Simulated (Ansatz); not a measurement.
# MgB2 (P6/mmm): equation of state and elastic constants

The task here is to estimate one member of a computed series from the others.

Program: Ansatz 0.2.0. Level of theory: DFT PBEsol, scalar-relativistic, plane waves, PAW. These are calculated values, not measurements.

### Starting point

Symmetry: P6/mmm, No. 191, hexagonal system. Conventional cell: a = 3.067 Å, b = 3.067 Å, c = 3.488 Å, α = 90.00°, β = 90.00°, γ = 120.00°. Mg (site symmetry 6/mmm) is surrounded by 12 B at 2.49 Å. B (site symmetry -6m2) has 3 B at 1.77 Å and 6 Mg at 2.49 Å as nearest neighbours.

Coordinates:

```cif
data_structure
_symmetry_space_group_name_H-M 'P6/mmm'
_symmetry_Int_Tables_number 191
_cell_length_a 3.0665
_cell_length_b 3.0665
_cell_length_c 3.4879
_cell_angle_alpha 90.000
_cell_angle_beta 90.000
_cell_angle_gamma 120.000
_cell_volume 28.40
loop_
_atom_site_label
_atom_site_type_symbol
_atom_site_symmetry_multiplicity
_atom_site_Wyckoff_symbol
_atom_site_fract_x
_atom_site_fract_y
_atom_site_fract_z
_atom_site_occupancy
Mg1 Mg 1 a 0.00000 0.00000 0.00000 1
B1 B 2 d 0.33333 0.66667 0.50000 1
```

An earlier run at PBEsol left this cell at 9.468 Å³/atom and -0.03 GPa (12×12×10 mesh).

Volume factors to run: 0.980, 1.020, 0.960, 1.040.

Set-up of the first run:

Contents of input.yaml:

```yaml
crystal:
  lattice:
    - [3.0459473666, 0.0, 0.0]
    - [-1.5229736833, 2.6378677981, 0.0]
    - [0.0, 0.0, 3.4645350754]
  atoms:
    - { symbol: Mg, position: [0.0, 0.0, 0.0] }
    - { symbol: B, position: [0.3333333333, 0.6666666667, 0.5] }
    - { symbol: B, position: [0.6666666667, 0.3333333333, 0.5] }
basis:
  ecutwfc: 420
  ecutrho_ratio: 4
kpoints:
  mp_grid: { grid: [12, 12, 10] }
hamiltonian:
  xc: pbesol
scf:
  occupations: { method: gaussian, width: 0.05 }
output:
  forces: true
  stress: true
  eigenvalues: true
relax:
  f_tol: 0.01
  max_steps: 40
  cell: { stress_tol: 0.1, fix: [volume] }
```

Steps of the session up to this table: At 0.980 of the relaxed volume; Scaling the volume by 1.020; Volume × 0.960; At 1.040 of the relaxed volume.

One of the session's tables, all rows but one given; the rest of the session is left out.

It belongs to the step «The fit». 

| volume (Å³/atom) | energy (meV/atom) | pressure (GPa) |
| --- | --- | --- |
| 9.090 | 7.38 | 6.48 |
| 9.279 | 1.77 | 3.07 |
| 9.468 | 0.00 | -0.03 |
| 9.658 | ? | ? |
| 9.847 | 6.66 | -5.43 |

Estimate the missing values for volume (Å³/atom) = 9.658.

Worked estimate for «energy (meV/atom)». A straight line through the neighbours (9.468, 0.00) and (9.847, 6.66) gives 0.00 + (6.66 − 0.00) × (9.658 − 9.468) / (9.847 − 9.468) = 3.34; a parabola fitted to 3 rows on both sides gives 1.64.

**Answer.** energy (meV/atom): 1.74; pressure (GPa): -2.86. In «energy (meV/atom)» the line misses by +1.60 and the parabola by -0.10.
